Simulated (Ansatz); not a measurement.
# C₂H₇Si₂ radical: up Jacob's ladder to CCSD(T)

Aim: compute C₂H₇Si₂ radical with functionals from several rungs and with coupled cluster, and see how far each lands from CCSD(T) at the basis-set limit for the atomisation energy.

Program: Ansatz 0.2.0, Gaussian basis. Level of theory: functionals in def2-TZVPP, the program's frozen cores in correlated methods. These are calculated values, not measurements.

Plan: LDA (SPW92), PBE-D4, revPBE-D4, BLYP-D4, r2SCAN-D4, B97M-V, PBE0-D4, B3LYP-D4, r2SCANh-D4, r2SCAN0-D4, HSE06-D4, BHLYP-D4, CAM-B3LYP-D4, LC-ωPBE, ωB97X-V, ωB97M-V, B2PLYP, PBE-QIDH; CCSD(T)/def2-SVP; CCSD(T)/def2-TZVPP; MP2/def2-QZVPP; extrapolation to the limit; RPA on PBE.

## Step 1: The relaxed structure

The geometry comes from an earlier relaxation with PBE0-D4 in a triple-zeta def2 set; it is a stationary point, not always the lowest conformer.

SMILES `[SiH2]/C=C/[SiH3]`, 11 atoms, charge 0, spin multiplicity 2.

Atoms are counted from 1 here; the program's logs count them from 0.

Bond lengths: Si1–C2 1.836 Å, Si1–H5 1.487 Å, Si1–H6 1.486 Å, C2–C3 1.347 Å, C2–H7 1.091 Å, C3–Si4 1.860 Å, C3–H8 1.091 Å, Si4–H9 1.487 Å, Si4–H10 1.489 Å, Si4–H11 1.488 Å. Angles: C2–Si1–H5 112.5°, C2–Si1–H6 113.9°, H5–Si1–H6 112.8°, Si1–C2–C3 124.3°, Si1–C2–H7 117.3°, C3–C2–H7 118.3°, C2–C3–Si4 123.6°, C2–C3–H8 118.2°, Si4–C3–H8 118.2°, C3–Si4–H9 108.8°, C3–Si4–H10 110.8°, C3–Si4–H11 110.7°, H9–Si4–H10 109.5°, H9–Si4–H11 109.5°, H10–Si4–H11 107.5°.

## Step 2: LDA

This LDA is Slater exchange with PW92 correlation.

in.yaml

```yaml
crystal:
  periodic: [false, false, false]
  atoms:
    - {symbol: Si, position_ang: [-0.499682, 2.264456, -1.003416]}
    - {symbol: C, position_ang: [-0.539953, 0.668972, -0.095644]}
    - {symbol: C, position_ang: [0.401668, -0.288283, -0.201105]}
    - {symbol: Si, position_ang: [0.302555, -1.929150, 0.669943]}
    - {symbol: H, position_ang: [0.860825, 2.602782, -1.497714]}
    - {symbol: H, position_ang: [-1.141977, 3.387813, -0.273200]}
    - {symbol: H, position_ang: [-1.418487, 0.465059, 0.518038]}
    - {symbol: H, position_ang: [1.274291, -0.087586, -0.824688]}
    - {symbol: H, position_ang: [-0.954584, -1.974974, 1.462091]}
    - {symbol: H, position_ang: [0.312465, -3.049840, -0.310120]}
    - {symbol: H, position_ang: [1.468179, -2.116149, 1.576417]}
basis:
  gaussian: {orbitals: def2-TZVPP}
magnetization: {spin_polarized: true, initial_magnetization: 1}
hamiltonian: {xc: lda}
output: {orbitals: {seedname: orbitals}}
```

Started as:

```
> ansatz run in.yaml --threads 4 --pin off --events-out ev --progress --plain --max-ram 10444MiB
```

The runs that follow: PBE-D4 (GGA); revPBE-D4 (GGA); BLYP-D4 (GGA); r2SCAN-D4 (meta-GGA); B97M-V (meta-GGA); PBE0-D4 (hybrid); B3LYP-D4 (hybrid); r2SCANh-D4 (hybrid); r2SCAN0-D4 (hybrid); HSE06-D4 (hybrid); BHLYP-D4 (hybrid); CAM-B3LYP-D4 (range-separated); LC-ωPBE (range-separated); ωB97X-V (range-separated); ωB97M-V (range-separated); B2PLYP (double hybrid); PBE-QIDH (double hybrid); CCSD(T) in def2-SVP; CCSD(T) in def2-TZVPP; MP2 in def2-QZVPP; RPA on PBE orbitals.

Before running them: what should the planned runs give, taken together? Wanted: atomisation energy, CCSD(T)/CBS; farthest beyond LDA; mean size of error, GGA; mean size of error, meta-GGA; mean size of error, hybrid; mean size of error, range-separated; mean size of error, double hybrid; gap, smallest and largest; T1 diagnostic.

As calculated:

| quantity | value |
| --- | --- |
| atomisation energy, CCSD(T)/CBS | 888.4 kcal/mol |
| functionals within 4.4 kcal/mol (0.5 %) | BLYP-D4, PBE0-D4, B3LYP-D4, r2SCANh-D4, r2SCAN0-D4, HSE06-D4, ωB97M-V |
| farthest beyond LDA | BHLYP-D4 (-11.6 kcal/mol) |
| mean size of error, GGA | 5.3 kcal/mol |
| mean size of error, meta-GGA | 6.6 kcal/mol |
| mean size of error, hybrid | 3.9 kcal/mol |
| mean size of error, range-separated | 4.4 kcal/mol |
| mean size of error, double hybrid | 7.0 kcal/mol |
| gap, smallest and largest | 0.97 eV (LDA (SPW92)), 8.08 eV (LC-ωPBE) |
| T1 diagnostic | 0.0292 |
| triples share of the correlation energy | 4.1 % |

**Reading.** The LDA atomisation energy is off by 107.7 kcal/mol (12 %): it overbinds. PBE-D4 misses by +8.9 kcal/mol. Double hybrids carry the basis error of their MP2 part in triple zeta, and no dispersion term here, so their miss is partly the set-up's. The rungs hybrid, range-separated miss on average by less than the doubt on the reference (4.4 kcal/mol), so they tie. Misses under about 4.4 kcal/mol are within the doubt on the reference itself, which lacks core-valence correlation, relativity and higher excitations. Hartree-Fock recovers 76 % of the binding; the rest is correlation. CCSD(T) in def2-SVP is off by -46.7 kcal/mol, which most functionals beat. The gap grows from 1.0 to 8.1 eV across the functionals, mostly with the share of exact exchange. The UHF reference is spin-contaminated (⟨S²⟩ = 0.91 against 0.75).
